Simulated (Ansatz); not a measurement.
The system is NbTe.

```xyz
2
Lattice="3.7030 0.0000 0.0000 -1.8515 3.2069 0.0000 0.0000 0.0000 3.6942" Properties=species:S:1:pos:R:3 pbc="T T T"
Te    1.8515    1.0690    0.0000
Nb    0.0000    0.0000    1.8471
```

The cell comes from a database or a generator and needn't be the stable form of this composition.

Base run:

| Property | Result |
| --- | --- |
| Program | Ansatz 0.2.0 |
| Functional | PBE |
| Potentials or basis | Ansatz PAW |
| Cutoff | 420 eV (not typed: the program's choice for these potentials) |
| k mesh | 6 × 6 × 5 |
| Occupations | fermi-dirac, width 0.05 eV |
| Spin | spin-orbit coupling, no magnetisation |

Its results: band gap on the k mesh none (metal or under the smearing width); pressure -0.5 GPa.

Task: The run is repeated on the same cell with these changes: functional from PBE to LDA. What comes out?

Result: Band gap on the k mesh none (metal or under the smearing width); pressure -7.4 GPa.

LDA binds more tightly than PBE, so the same cell stands under less pressure.

Caveats: the PAW data sets come from PBE, with cores solved anew for the run's functional, which leaves a small shift of forces and pressure (some runs).
